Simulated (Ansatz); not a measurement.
# SnO: a single-point run

Wanted: a converged single-point run for SnO, and a check of what comes out. The structure is shown as the input types it. The cell is built on a prototype (CsCl type) and needn't be the phase found in nature.

Method: density functional or hybrid calculation with the settings of its input, plane waves (as first typed), in Ansatz 0.2.0.

1 further run of the same task is left out (it didn't finish).

**1. The starting structure**

Symmetry: Pm-3m, No. 221, cubic system. Conventional cell: a = 3.103 Å, b = 3.103 Å, c = 3.103 Å, α = 90.00°, β = 90.00°, γ = 90.00°. Sn (site symmetry m-3m) is surrounded by 8 O at 2.69 Å. O (site symmetry m-3m) is surrounded by 8 Sn at 2.69 Å.

Coordinates:

```
CELL_PARAMETERS angstrom
3.10341 0.00000 0.00000
0.00000 3.10341 0.00000
0.00000 0.00000 3.10341
ATOMIC_POSITIONS crystal
Sn 0.00000 0.00000 0.00000
O 0.50000 0.50000 0.50000
```

**2. Input and run**

File input.yaml:

```yaml
crystal:
  lattice:
    - [3.1034067823, 0.0, 0.0]
    - [0.0, 3.1034067823, 0.0]
    - [0.0, 0.0, 3.1034067823]
  atoms:
    - { symbol: Sn, position: [0.0, 0.0, 0.0] }
    - { symbol: O, position: [0.5, 0.5, 0.5] }
kpoints:
  mp_grid: { grid: [6, 6, 6] }
hamiltonian:
  xc: r2scan
scf:
  occupations: { method: fixed }
  n_extra_bands: 4
  convergence: { dr2_threshold: 0.01 }
  max_iter: 99
output:
  forces: true
  stress: true
  eigenvalues: true
```

On the command line:

```
$ ansatz run input.yaml --threads 4 --pin off --max-ram 3686MiB --backend cpu --events-out ev --progress --plain --runs-dir out
```

**Question.** How will this run end, and is anything wrong with its input?

The program finished normally, with warnings (force scf threshold loose, stress scf threshold loose). Its log warns: «scf.convergence.dr2_threshold = 1e-2 eV is looser than this run's default, which is 1e-7 eV or tighter. The error in the forces grows as the threshold's square root ...»

The threshold asked is loose, but the program put off the close and ended at dr2 = 1.1e-7, so little accuracy was lost here.

To check: delete scf.convergence.dr2_threshold (the default then holds).
